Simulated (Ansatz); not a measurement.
KSr₃, space group Pm-3m: an equation of state with a fit, run with Ansatz's Python interface.

The script, `ksr3.py`:
```python
'''Equation of state of KSr3.'''

import ansatz as az
import numpy as np
from pymatgen.analysis.eos import EOS

XC = 'pbesol'
FILLING = 'fermi_dirac'
WIDTH_EV = 0.15
CUTOFF = 500
MESH = (4, 4, 4)

VECTORS = np.array([
    [6.152297, 0.0, 0.0],
    [0.0, 6.152297, 0.0],
    [0.0, 0.0, 6.152297],
])
SITES = [
    ('K', (0.0, 0.0, 0.0)),
    ('Sr', (0.5, 0.0, 0.5)),
    ('Sr', (0.0, 0.5, 0.5)),
    ('Sr', (0.5, 0.5, 0.0)),
]


def make_crystal(cell):
    crystal = az.Crystal(lattice=az.Lattice.of(cell))
    for symbol, position in SITES:
        crystal = crystal.atom(symbol, position)
    return crystal


def main() -> None:
    # scale the volume, keep shape and fractions
    volumes, energies, pressures = [], [], []
    for scale in np.linspace(0.88, 1.12, 7):
        cell = VECTORS * scale ** (1 / 3)
        calculation = (
            make_crystal(cell).calculation()
            .functional(XC)
            .occupations(FILLING, width=WIDTH_EV)
            .basis(CUTOFF)
            .kpoints(*MESH)
            .stress()
        )
        r = calculation.run().report
        volumes.append(abs(np.linalg.det(cell)) / len(SITES))
        energies.append(r['free_energy_ev'] / len(SITES))
        pressures.append(np.trace(r['stress_gpa']) / 3)
        print(f'V = {volumes[-1]:8.4f} A^3/atom  F = {energies[-1]:.5f} eV/atom  P = {pressures[-1]:8.3f} GPa')

    for form in ['murnaghan']:
        fit = EOS(eos_name=form).fit(volumes, energies)
        print(f'{form:18s} V0 {fit.v0:8.4f} A^3/atom  B0 {fit.b0_GPa:7.1f} GPa  B1 {fit.b1:5.2f}')


if __name__ == '__main__':
    main()
```

From its runs, with one value withheld:

| V (Å³/atom) | F less the lowest row shown (meV/atom) |
| --- | --- |
| 51.231 | ? |
| 53.560 | 2.99 |
| 55.889 | 0.00 |
| 58.217 | 2.79 |
| 60.546 | 10.40 |
| 62.875 | 22.05 |
| 65.203 | 37.07 |

What is the missing energy at 51.231 Å³ an atom?

A third-order Birch-Murnaghan fit, E = E0 + (9 V0 B0 / 16) [(t - 1)³ B' + (t - 1)² (6 - 4t)] with t = (V0/V)^(2/3), through the 6 rows shown gives V0 = 55.860 Å³, B0 = 9.5 GPa, B' = 3.35 and E0 = 0.00 meV. At V = 51.231 Å³, t = 1.05936, and the fit extrapolates to 12.93 meV. The run gave 12.90 meV, a miss of 0.03 meV.

What to keep in mind:
- The mesh is modest for a metal, so energies can be off by several to tens of meV an atom and pressures by half a GPa or more; differences at equal mesh fare better.
- Pressure is positive in compression.
- The structure comes from a database of computed cells and needn't be a stable or known phase.
- Hardware and time: 42 s on 1 thread of Arm Neoverse V1 (shared host), peak memory 0.6 GiB.
